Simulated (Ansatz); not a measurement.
**BHI radical (SMILES [BH]I): one structure at several levels**

The atoms stand at a structure displaced at random from a GFN2-xTB minimum. How far do the functionals agree with CCSD(T) there?

The runs use Ansatz 0.2.0, Gaussian basis; single points in def2-TZVPP.

Cores are frozen in the correlated methods. Filled d shells of the heavier atoms are correlated. Core potentials replace the inner electrons past krypton, and spin-orbit coupling is left out. Orbitals are unrestricted.

## 1. The system as given

3 atoms, charge 0, spin multiplicity 2.

Atoms are counted from 1 here; the program's logs count them from 0.

Bond lengths: B1–I2 2.091 Å, B1–H3 1.105 Å. Angles: I2–B1–H3 125.7°.

Geometry (Å):

```xyz
3

B    -0.25080    0.38670   -0.20710
I     1.30510   -0.49340    0.87860
H    -1.02990   -0.15580   -0.77170
```

## 2. CCSD(T)/def2-TZVPP

File run/in.yaml:

```yaml
crystal:
  periodic: [false, false, false]
  atoms:
    - {symbol: B, position_ang: [-0.250800, 0.386700, -0.207100]}
    - {symbol: I, position_ang: [1.305100, -0.493400, 0.878600]}
    - {symbol: H, position_ang: [-1.029900, -0.155800, -0.771700]}
basis:
  gaussian: {orbitals: def2-TZVPP}
magnetization: {spin_polarized: true, initial_magnetization: 1}
correlation: {method: ccsd_t}
scf: {omitted_lower_state_checks: [cluster_reference]}
output: {forces: true}
```

No record of the launch command was kept for these runs.

## 3. PBE0-D4/def2-TZVPP

run/in.yaml, as its differences from that of step 2:

```diff
@@ -9,4 +9,3 @@
 magnetization: {spin_polarized: true, initial_magnetization: 1}
-correlation: {method: ccsd_t}
-scf: {omitted_lower_state_checks: [cluster_reference]}
-output: {forces: true}
+hamiltonian: {xc: pbe0, dispersion: d4}
+output: {forces: true, orbitals: {seedname: orbitals}}
```

## 4. wB97M-V/def2-TZVPP

run/in.yaml, as its differences from that of step 3:

```diff
@@ -9,3 +9,3 @@
 magnetization: {spin_polarized: true, initial_magnetization: 1}
-hamiltonian: {xc: pbe0, dispersion: d4}
-output: {forces: true, orbitals: {seedname: orbitals}}
+hamiltonian: {xc: {name: wB97M-V}}
+output: {forces: true}
```

## 5. r2SCAN-D4/def2-TZVPP

run/in.yaml, as its differences from that of step 4:

```diff
@@ -9,3 +9,3 @@
 magnetization: {spin_polarized: true, initial_magnetization: 1}
-hamiltonian: {xc: {name: wB97M-V}}
+hamiltonian: {xc: r2scan, dispersion: d4}
 output: {forces: true}
```

## 6. PBE-D4/def2-TZVPP

run/in.yaml, as its differences from that of step 5:

```diff
@@ -9,3 +9,3 @@
 magnetization: {spin_polarized: true, initial_magnetization: 1}
-hamiltonian: {xc: r2scan, dispersion: d4}
+hamiltonian: {xc: pbe, dispersion: d4}
 output: {forces: true}
```

## 7. BHLYP-D4/def2-TZVPP

run/in.yaml, as its differences from that of step 6:

```diff
@@ -9,3 +9,3 @@
 magnetization: {spin_polarized: true, initial_magnetization: 1}
-hamiltonian: {xc: pbe, dispersion: d4}
+hamiltonian: {xc: {name: BHLYP}, dispersion: d4}
 output: {forces: true}
```

## 8. B97M-V/def2-TZVPP

run/in.yaml, as its differences from that of step 7:

```diff
@@ -9,3 +9,3 @@
 magnetization: {spin_polarized: true, initial_magnetization: 1}
-hamiltonian: {xc: {name: BHLYP}, dispersion: d4}
+hamiltonian: {xc: {name: B97M-V}}
 output: {forces: true}
```

(Steps that only read results are left out.)

Before running it: what results should come out? Wanted: energy less free atoms, CCSD(T)/def2-TZVPP; RMS force component; RMS force error; HOMO and LUMO, PBE0-D4; T1 diagnostic.

**Answer**, as computed:

| quantity | value |
| --- | --- |
| energy less free atoms, CCSD(T)/def2-TZVPP | -6.562 eV |
| RMS force component | 1.108 to 1.324 eV/Å over the methods |
| RMS force error | PBE0-D4 0.032, wB97M-V 0.069, r2SCAN-D4 0.041, PBE-D4 0.097, BHLYP-D4 0.147, B97M-V 0.062 eV/Å |
| HOMO and LUMO, PBE0-D4 | -6.06 and -2.46 eV |
| T1 diagnostic | 0.015 |

What this shows: Against CCSD(T) the functionals' energies less atoms differ by -0.533 to -0.098 eV, PBE-D4 by -0.533 eV. The reference is not at the basis limit: in triple zeta CCSD(T) underbinds, which counts against methods that bind more; the gaps are no ranking. On forces the order runs from PBE0-D4 to BHLYP-D4. Frozen-core CCSD(T) forces in triple zeta carry basis errors of their own, and this is one geometry, so small gaps rank nothing.
